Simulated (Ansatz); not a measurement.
**C2H2BrFO: a ladder of functionals and wavefunction methods**

The task here is to estimate one member of a computed series from the others.

Computed with Ansatz 0.2.0, Gaussian basis. Level: functionals in def2-TZVPP, the program's frozen cores in correlated methods.

Levels to be run: PBE-D4, r2SCAN-D4, PBE0-D4, B3LYP-D4, ωB97X-V, ωB97M-V, B2PLYP; CCSD(T)/def2-TZVPP; MP2/def2-QZVPP; extrapolation to the limit.

**The geometry**

The geometry comes from an earlier relaxation with PBE0-D4 in a triple-zeta def2 set; it is a stationary point, not always the lowest conformer.

SMILES `O/C(F)=C\Br`, 7 atoms, charge 0, spin multiplicity 1.

Atoms are counted from 1 here; the program's logs count them from 0.

Bond lengths: O1–C2 1.322 Å, O1–H6 0.968 Å, C2–F3 1.317 Å, C2–C4 1.329 Å, C4–Br5 1.876 Å, C4–H7 1.076 Å. Angles: C2–O1–H6 108.1°, O1–C2–F3 110.4°, O1–C2–C4 128.9°, F3–C2–C4 120.7°, C2–C4–Br5 119.6°, C2–C4–H7 122.9°, Br5–C4–H7 117.5°.

Set-up of the first run:

in.yaml

```yaml
crystal:
  periodic: [false, false, false]
  atoms:
    - {symbol: O, position_ang: [-0.703901, -0.265621, 1.308461]}
    - {symbol: C, position_ang: [0.171571, -0.509525, 0.347968]}
    - {symbol: F, position_ang: [0.867906, -1.592001, 0.626495]}
    - {symbol: C, position_ang: [0.395574, 0.171927, -0.770595]}
    - {symbol: Br, position_ang: [-0.613979, 1.709809, -1.136817]}
    - {symbol: H, position_ang: [-1.196017, 0.533850, 1.071392]}
    - {symbol: H, position_ang: [1.140046, -0.116539, -1.492606]}
basis:
  gaussian: {orbitals: def2-TZVPP}
hamiltonian: {xc: pbe, dispersion: d4}
output: {forces: true, orbitals: {seedname: orbitals}}
```

Command:

```sh
$ ansatz run in.yaml --threads 4 --pin off --events-out ev --progress --plain --max-ram 10444MiB
```

Among the steps run: PBE-D4 (GGA); r2SCAN-D4 (meta-GGA); PBE0-D4 (hybrid); B3LYP-D4 (hybrid); ωB97X-V (range-separated); ωB97M-V (range-separated); B2PLYP (double hybrid); CCSD(T) in def2-TZVPP; MP2 in def2-QZVPP.

One of the session's tables, all rows but one given; the rest of the session is left out.

| method | atomisation energy (kJ/mol) |
| --- | --- |
| PBE-D4 | 2845.4 |
| r2SCAN-D4 | 2733.8 |
| PBE0-D4 | 2738.6 |
| B3LYP-D4 | 2693.1 |
| ωB97X-V | 2706.9 |
| ωB97M-V | 2712.7 |
| B2PLYP | 2672.3 |
| HF/def2-TZVPP | 1796.4 |
| MP2/def2-TZVPP | 2734.0 |
| CCSD/def2-TZVPP | ? |
| CCSD(T)/def2-TZVPP | 2621.5 |
| MP2/CBS | 2819.5 |
| CCSD(T)/CBS | 2707.0 |

Estimate the missing values for CCSD/def2-TZVPP.

As computed: atomisation energy (kJ/mol): 2554.6. In the column «atomisation energy (kJ/mol)» it lies between HF/def2-TZVPP (1796.4) and CCSD(T)/def2-TZVPP (2621.5).

Caveats from the session: Free atoms (1 O, 2 C, 1 F, 1 Br, 2 H) were run apart at each level; the atomisation energy is their sum less the molecule, without zero-point or spin-orbit terms.
